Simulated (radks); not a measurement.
**Numerical settings for As**

How sensitive is the result for neutral arsenic to mesh, mixing and thresholds? A default run comes first. The defaults are a mesh step of 0.008 in ln r, a mesh end at 40 bohr or more, Anderson mixing 0.5 over 9 steps and a tight residual threshold, with the energy settled to 1e-9 hartree as well; every run has a cap on iterations.

Method: scalar-relativistic Kohn-Sham, r2SCAN, spin-polarised, spherical densities, finite nucleus; open shells are filled with parallel spins first. Code: radks (a radial shooting solver on a logarithmic mesh, Libxc functionals) version 1.

## 1. Starting point

- element: arsenic (Z = 33)
- charge: 0
- electrons: 33
- configuration: [Ar] 3d10 4s2 4p3
- nuclear rms radius: 4.0968 fm

Outer shells as boxes (Hund's rule):

As
```
[Ar] core
3d [↑↓][↑↓][↑↓][↑↓][↑↓]
4s [↑↓]
4p [↑ ][↑ ][↑ ]
```

## 2. Default settings

Input:

```text
Z 33
configuration [Ar] 3d10 4s2 4p3
relativity scalar-relativistic
functional r2scan,r2scan
spin polarised
nucleus finite rms 4.0968 fm
c 137.035999084
max_iterations 84
```

Command:

```sh
> python run_ks.py task.json out
```

The same process makes all the runs of this session.

## 3. Mesh step in ln r 0.05

Settings, as their differences from step 2:

```diff
@@ -7,2 +7,3 @@
 c 137.035999084
+mesh_step 0.05
 max_iterations 84
```

## 4. Mesh step in ln r 0.08

Settings, as their differences from step 3:

```diff
@@ -7,3 +7,3 @@
 c 137.035999084
-mesh_step 0.05
+mesh_step 0.08
 max_iterations 84
```

## 5. Mesh step in ln r 0.02

Settings, as their differences from step 4:

```diff
@@ -7,3 +7,3 @@
 c 137.035999084
-mesh_step 0.08
+mesh_step 0.02
 max_iterations 84
```

## 6. Mesh end (bohr) 20

Settings, as their differences from step 5:

```diff
@@ -7,3 +7,3 @@
 c 137.035999084
-mesh_step 0.02
+mesh_end 20
 max_iterations 84
```

## 7. Mesh end (bohr) 5

Settings, as their differences from step 6:

```diff
@@ -7,3 +7,3 @@
 c 137.035999084
-mesh_end 20
+mesh_end 5
 max_iterations 84
```

## 8. Residual threshold 1e-05

Settings, as their differences from step 7:

```diff
@@ -7,3 +7,3 @@
 c 137.035999084
-mesh_end 5
+threshold 1e-05
 max_iterations 84
```

## 9. Residual threshold 1e-13

Settings, as their differences from step 8:

```diff
@@ -7,3 +7,3 @@
 c 137.035999084
-threshold 1e-05
+threshold 1e-13
 max_iterations 84
```

## 10. Mixing 2.5

Settings, as their differences from step 9:

```diff
@@ -7,3 +7,3 @@
 c 137.035999084
-threshold 1e-13
+mixing 2.5
 max_iterations 84
```

## 11. Mixing history 1, mixing 1

Settings, as their differences from step 10:

```diff
@@ -7,3 +7,4 @@
 c 137.035999084
-mixing 2.5
+history 1
+mixing 1
 max_iterations 84
```

## 12. Mixing history 1, mixing 0.8

Settings, as their differences from step 11:

```diff
@@ -8,3 +8,3 @@
 history 1
-mixing 1
+mixing 0.8
 max_iterations 84
```

## 13. Mixing history 3

Settings, as their differences from step 12:

```diff
@@ -7,4 +7,3 @@
 c 137.035999084
-history 1
-mixing 0.8
+history 3
 max_iterations 84
```

## 14. Iteration cap 8

Settings, as their differences from step 13:

```diff
@@ -7,3 +7,2 @@
 c 137.035999084
-history 3
-max_iterations 84
+max_iterations 8
```

What does the calculation give? Wanted: for each run, setting; iterations; converged; change of E.

As calculated:

| setting | mesh points | iterations | converged | change of E (mhartree) | time |
| --- | --- | --- | --- | --- | --- |
| Default settings | 2381 | 13 | yes | 0 | - |
| mesh step in ln r 0.05 | 381 | 11 | yes | +0.1032 | 0.05 s |
| mesh step in ln r 0.08 | 239 | 11 | yes | +1.263 | 0.04 s |
| mesh step in ln r 0.02 | 953 | 11 | yes | -0.0007814 | 0.09 s |
| mesh end (bohr) 20 | 2102 | 13 | yes | 0 | 0.22 s |
| mesh end (bohr) 5 | 1929 | 12 | yes | +72.8 | 0.2 s |
| residual threshold 1e-05 | 2381 | 11 | yes | 0 | 0.2 s |
| residual threshold 1e-13 | 2381 | 84 | no | - | 0.81 s |
| mixing 2.5 | 2381 | 21 | yes | 0 | 0.33 s |
| mixing history 1, mixing 1 | 2381 | 15 | no | - | 0.5 s |
| mixing history 1, mixing 0.8 | 2381 | 27 | no | - | 0.44 s |
| mixing history 3 | 2381 | 16 | yes | 0 | 0.26 s |
| iteration cap 8 | 2381 | 8 | no | - | 0.14 s |

A zero stands for a change under the printed digits. Converged yet off by more than 1 mhartree: mesh step in ln r 0.08; mesh end (bohr) 5. Convergence of the cycle says nothing about the mesh. Not converged or rejected: residual threshold 1e-13; mixing history 1, mixing 1; mixing history 1, mixing 0.8; iteration cap 8. A mesh that ends early acts as a hard wall.
